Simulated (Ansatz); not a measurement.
# HSBr (triplet): the correlation ladder at distance Br1–H2 along a hydrogen transfer = 1.778 Å, cc-pVTZ

Aim: climb from Hartree-Fock through coupled cluster and multireference methods for HSBr (triplet) at one geometry and basis, and see what each rung misses.

Method: cc-pVTZ, core rule «outside noble gas», up to 19 orbitals frozen; program: Ansatz 0.2.0, Gaussian basis.

Plan: UHF; CCSD(T) on ROHF; CCSD(T) on UHF; BCCD(T) on ROHF; CCSDT(Q) on ROHF; CCSDT(Q) on UHF; CASSCF and MRCISD+Q, 4 electrons in 4 orbitals; CASSCF and NEVPT2, 4 electrons in 4 orbitals; CASSCF and MRCISD+Q, 14 electrons in 9 orbitals; CASSCF and NEVPT2, 14 electrons in 9 orbitals.

**1. What is computed**

The geometry derives from fragments relaxed apart (PBE0/def2-TZVP) and kept rigid, so it is no stationary point. A hydrogen atom is moved between rigid fragments. No spin-orbit coupling is included. The filled d shell of Br may be among the frozen orbitals whatever the setting's name suggests; the logs give the count.

3 atoms, charge 0, spin multiplicity 3.

Atoms are counted from 1 here; the program's logs count them from 0.

Bond lengths: Br1–H2 1.778 Å, H2–S3 1.380 Å. Angles: Br1–H2–S3 180.0°.

**2. UHF**

The input, in.yaml:

```yaml
crystal:
  periodic: [false, false, false]
  atoms:
    - {symbol: Br, position_ang: [0.000000, 0.000000, -1.645333]}
    - {symbol: H, position_ang: [0.000000, 0.000000, 0.132667]}
    - {symbol: S, position_ang: [0.000000, 0.000000, 1.512667]}
basis:
  gaussian: {orbitals: cc-pVTZ}
magnetization: {spin_polarized: true, initial_magnetization: 2}
hamiltonian: {xc: hf}
output: {orbitals: {seedname: orbitals}}
```

Started as:

```console
ansatz run in.yaml --threads 1 --pin off --events-out ev --progress --plain --max-ram 4096MiB --backend cpu
```

After this run come: CCSD(T) on ROHF; CCSD(T) on UHF; BCCD(T) on ROHF; CCSDT(Q) on ROHF; CCSDT(Q) on UHF; CASSCF and MRCISD+Q, 4 electrons in 4 orbitals; CASSCF and NEVPT2, 4 electrons in 4 orbitals; CASSCF and MRCISD+Q, 14 electrons in 9 orbitals; CASSCF and NEVPT2, 14 electrons in 9 orbitals.

Before running them: what should the planned runs give, taken together? Wanted: UCCSDT(Q) below the RHF energy; RMP2 from UCCSDT(Q); UMP2 from UCCSDT(Q); RCCSD from UCCSDT(Q); RCCSD(T) from UCCSDT(Q); UCCSD(T) from UCCSDT(Q); RCCSDT(Q) from UCCSDT(Q); NEVPT2 pair from UCCSDT(Q); MRCISD+Q pair from UCCSDT(Q).

The runs gave:

| quantity | value |
| --- | --- |
| UCCSDT(Q) below the RHF energy | -10.1051 eV |
| RMP2 from UCCSDT(Q) | +143.6 kJ/mol |
| UMP2 from UCCSDT(Q) | +149.5 kJ/mol |
| RCCSD from UCCSDT(Q) | +41.1 kJ/mol |
| RCCSD(T) from UCCSDT(Q) | +5.4 kJ/mol |
| UCCSD(T) from UCCSDT(Q) | +5.4 kJ/mol |
| RCCSDT(Q) from UCCSDT(Q) | +0.3 kJ/mol |
| NEVPT2 pair from UCCSDT(Q) | +145.2 kJ/mol |
| MRCISD+Q pair from UCCSDT(Q) | +22.9 kJ/mol |
| NEVPT2 valence from UCCSDT(Q) | +212.1 kJ/mol |
| levels within 1 kcal/mol (43 meV) | RCCSDT, UCCSDT, RCCSDT(Q) |
| T1 diagnostic | 0.023 |
| effectively unpaired electrons | 2.01 |

**Reading.** RCCSD(T) lands +5.4 kJ/mol from the yardstick (0.5 % of the correlation energy). One determinant dominates. Of the multireference levels listed MRCISD+Q valence comes nearest in total energy (+20.8 kJ/mol), which doesn't show that its space is the better one. These misses are within one basis, not against nature; the frozen cores of restricted and unrestricted runs differ, which can shift their rows.
